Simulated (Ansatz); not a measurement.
# BiTe (Fm-3m): convergence test of the plane-wave cutoff, by script

How high a cutoff does BiTe (Fm-3m) need? The task is a convergence test of the plane-wave cutoff, for BiTe (Fm-3m).

Program: Ansatz 0.2.0, driven from Python. Level of theory: DFT PBEsol, plane waves, PAW. These are calculated values, not measurements.

## 1. Starting point

Symmetry: Fm-3m, No. 225, cubic system. The conventional cell has a = 6.470 Å, b = 6.470 Å, c = 6.470 Å, α = 90.00°, β = 90.00°, γ = 90.00°. Bi (site symmetry m-3m) is surrounded by 6 Te at 3.23 Å. Te (site symmetry m-3m) has 6 Bi at 3.23 Å as nearest neighbours.

No structure file is read: the coordinates are typed or built in the script.

## 2. Script

Input file bite_ecut.py:

```python
import ansatz as az
from tabulate import tabulate


def main() -> None:
    lattice = az.Lattice.of(
        [0.0, 3.235, 3.235],
        [3.235, 0.0, 3.235],
        [3.235, 3.235, 0.0],
    )
    sites = [
        ("Bi", [0.0, 0.0, 0.0]),
        ("Te", [0.5, 0.5, 0.5]),
    ]
    bite = az.Crystal(lattice=lattice)
    for symbol, position in sites:
        bite = bite.atom(symbol, position)

    calc = bite.calculation()
    calc = calc.functional("PBEsol")
    calc = calc.mixing("msr1")
    calc = calc.eigensolver("davidson")
    calc = calc.kpoints(spacing=0.38)
    calc = calc.occupations("cold")
    calc = calc.stress()

    rows = []
    for value in [300, 350, 400, 450, 500, 550]:
        report = calc.basis(value).run().report
        rows.append((value, report["free_energy_ev"] / len(report["lattice"]["sites"]), report["n_iterations"], sum(report["stress_gpa"][i][i] for i in range(3)) / 3, report["n_pw"]))

    print(tabulate(rows, headers=["cutoff (eV)", "F/atom (eV)", "iterations", "P (GPa)", "plane waves"], floatfmt=".4f", tablefmt="plain"))

    for row in rows[:-1]:
        shift = 1000 * (row[1] - rows[-1][1])
        print(f"{row[0]}: {shift:+.2f} meV/atom" + ("  (within 1 meV)" if abs(shift) < 1 else ""))


if __name__ == "__main__":
    main()
```

## 3. What the engine is handed

The engine receives this input (first run):

```yaml
crystal:
  lattice:
    - [0.0, 3.235, 3.235]
    - [3.235, 0.0, 3.235]
    - [3.235, 3.235, 0.0]
  atoms:
    - { symbol: Bi, position: [0.0, 0.0, 0.0] }
    - { symbol: Te, position: [0.5, 0.5, 0.5] }
basis:
  ecutwfc: 300.0
kpoints:
  mp_grid:
    kspacing: 0.38
hamiltonian:
  xc: pbesol
scf:
  mixing:
    algorithm: msr1
  occupations:
    method: cold
  eigensolver:
    kind: davidson
output:
  stress: true
```

## 4. Running it

On the command line:

```sh
python bite_ecut.py
```

**Question.** From which cutoff on is the energy per atom within 1 meV of the last row, and how does it get there?

**Answer**, as computed:

```
                              quantity           value
                         runs compared               6
       last run but one, from the last  +0.09 meV/atom
within 5 meV/atom of the last run from             350
```

Runs 1, 2: each has a cutoff under the recommended one, so what rests on them isn't a property of the system. From 450 eV on it stays within 1 meV an atom of the value at 550 eV; the first row (300 eV) is off by 73.2 meV and the last but one by 0.09 meV. The energy falls steadily, as expected when plane waves are added. The pressure moves from -1.84 to -1.80 GPa (the program's stress holds a Pulay correction, so it settles early). What to keep in mind:
- For a metal this k-point mesh is coarse: on a finer one energies can move by several to tens of meV an atom and pressures by half a GPa or more, differences at one mesh by less.
- Pressure is positive in compression.
- Spin-orbit coupling, which matters for elements this heavy, is left out.
- Shifts are counted from the last row, which is itself no proven limit.
